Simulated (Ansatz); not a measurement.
# In3SbAs2: the cost of one run

Method: DFT PBE, scalar-relativistic, plane waves, PAW, in Ansatz 0.2.0.

## 1. The structure to begin with

The structure is trigonal, space group P3m1 (No. 156). Conventional cell: a = 4.175 Å, b = 4.175 Å, c = 10.226 Å, α = 90.00°, β = 90.00°, γ = 120.00°. In (site symmetry 3m) is surrounded by 3 As at 2.56 Å and 1 Sb at 2.56 Å. In (site symmetry 3m) has 4 As at 2.56 Å in its first shell of neighbours. Around In (site symmetry 3m) lie 3 Sb at 2.56 Å and 1 As at 2.56 Å. Sb (site symmetry 3m) is surrounded by 4 In at 2.56 Å. As (site symmetry 3m) has 4 In at 2.56 Å in its first shell of neighbours.

Structure file:

```cif
data_structure
_symmetry_space_group_name_H-M 'P 1'
_symmetry_Int_Tables_number 1
_cell_length_a 4.1749
_cell_length_b 4.1749
_cell_length_c 10.2263
_cell_angle_alpha 90.000
_cell_angle_beta 90.000
_cell_angle_gamma 120.000
_cell_volume 154.36
loop_
_atom_site_label
_atom_site_type_symbol
_atom_site_fract_x
_atom_site_fract_y
_atom_site_fract_z
_atom_site_occupancy
In1 In 0.00000 0.00000 0.00000 1
In2 In 0.33333 0.66667 0.66667 1
In3 In 0.66667 0.33333 0.33333 1
Sb1 Sb 0.00000 0.00000 0.25000 1
As1 As 0.33333 0.66667 0.91667 1
As2 As 0.66667 0.33333 0.58333 1
```

The start is an ordering of an alloy on its end members' structure types: elements ordered on the sites of the InAs type, As/Sb on As (P3m1, No. 156).

## 2. A first look at the guess

Contents of input.yaml:

```yaml
crystal:
  lattice:
    - [4.17485997, 0.0, 0.0]
    - [-2.08742998, 3.61553479, 0.0]
    - [0.0, 0.0, 10.22627667]
  atoms:
    - { symbol: In, position: [0.0, 0.0, 0.0] }
    - { symbol: In, position: [0.33333333, 0.66666667, 0.66666667] }
    - { symbol: In, position: [0.66666667, 0.33333333, 0.33333333] }
    - { symbol: Sb, position: [0.0, 0.0, 0.25] }
    - { symbol: As, position: [0.33333333, 0.66666667, 0.91666667] }
    - { symbol: As, position: [0.66666667, 0.33333333, 0.58333333] }
basis:
  ecutwfc: 420
kpoints:
  mp_grid: { grid: [6, 6, 2] }
hamiltonian:
  xc: pbe
scf:
  occupations: { method: gaussian, width: 0.1 }
  lower_state_search: "off"
output:
  forces: true
  stress: true
  eigenvalues: true
```

The run is started by

```
> ansatz run input.yaml --threads 1 --pin off --max-ram 2560MiB --backend cpu --events-out ev --progress --plain --runs-dir out
```

**Question.** How long does this run take on 1 thread of Intel Xeon 6975P-C (Granite Rapids), shared host, and how much memory does it need?

About 4.6 s, with a peak of 0.47 GiB.
